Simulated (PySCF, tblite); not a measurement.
# C₅H₆F₂O: geometry, infrared bands and NMR shifts

Aim: predict the infrared bands and NMR shifts of C₅H₆F₂O (`C=CC[C@H](F)C(=O)F`).

Computed with tblite 0.8.0 and PySCF 2.14.0, with density-fitted response routines of our own, on a single molecule in the gas phase. Atoms are numbered from 0 throughout.

## 1. Starting geometry

14 atoms, charge 0, multiplicity 1; geometry from: force field or distance geometry start.

Bonds of the start (Å): C0–C1 1.32, C1–C2 1.47, C2–C3 1.53, C3–F4 1.36, C3–C5 1.50, C5–O6 1.22, C5–F7 1.36, C0–H8 1.10, C0–H9 1.08, C1–H10 1.09, C2–H11 1.12, C2–H12 1.09, C3–H13 1.11.

## 2. Optimising the geometry with GFN2-xTB

Job settings and geometry (Å):

```
{"job": {"kind": "relax", "xc": "GFN2-xTB", "basis": "xTB"}, "charge": 0, "multiplicity": 1}
C      1.869500     0.855400    -0.211000
C      1.160700    -0.244000    -0.042100
C     -0.060600    -0.597900    -0.779700
C     -1.207600    -0.742100     0.223700
F     -2.356700    -1.070100    -0.429500
C     -1.309200     0.614800     0.862400
O     -1.140200     0.790500     2.057500
F     -1.580600     1.646100     0.013800
H      1.572400     1.620700    -0.945200
H      2.747500     1.023300     0.390400
H      1.507800    -0.958400     0.705300
H     -0.330600     0.163400    -1.562100
H      0.039600    -1.575900    -1.257200
H     -0.912900    -1.526200     0.951600
```

On the command line:

```
$ OMP_NUM_THREADS=1 python probes_run.py task.json out
```

The driver reads the jobs from task.json and runs them one after another.

**Question.** This job is followed by: GFN2-xTB harmonic vibrations, gas phase; GIAO PBE0/pcSseg-1 NMR shielding, non-relativistic, gas phase. Predict these results of the whole session: strongest single infrared mode (GFN2-xTB); zero-point energy (GFN2-xTB); 13C shifts against TMS (PBE0/pcSseg-1); 1H shifts against TMS (PBE0/pcSseg-1); 19F shifts against CFCl3 (PBE0/pcSseg-1); 17O shifts against H2O (PBE0/pcSseg-1).

**Answer**, as computed:

| quantity | value |
| --- | --- |
| strongest single infrared mode (GFN2-xTB) | 1864 cm⁻¹, 357 km/mol |
| zero-point energy (GFN2-xTB) | 62.6 kcal/mol |
| 13C shifts against TMS (PBE0/pcSseg-1) | 168.1, 137.4, 129.1, 92.0, 44.3 ppm |
| 1H shifts against TMS (PBE0/pcSseg-1) | 5.87, 5.59, 5.55, 5.12, 3.14, 2.63 ppm |
| 19F shifts against CFCl3 (PBE0/pcSseg-1) | 36.0, -217.0 ppm |
| 17O shifts against H2O (PBE0/pcSseg-1) | 463.9 ppm |

The optimisation took 93 steps and gained 0.268 eV; among the close pairs (by a distance rule), C5–O6 changed most, from 1.220 to 1.179 Å. All 36 modes are real, so the xTB geometry is a minimum. The strongest single mode, at 1864 cm⁻¹, moves mainly C5 and O6. GFN2-xTB is a fitted tight-binding method: band positions and strengths are rough. Its intensities can rank the bands wrongly. H10 (hydrogen on an alkene CH) lies farthest downfield among hydrogen, at 5.87 ppm; attached to an sp2 carbon and in the plane of the double bond. At PBE0/pcSseg-1: The largest span, 664 ppm, is at O6, where the paramagnetic term is -529 ppm.
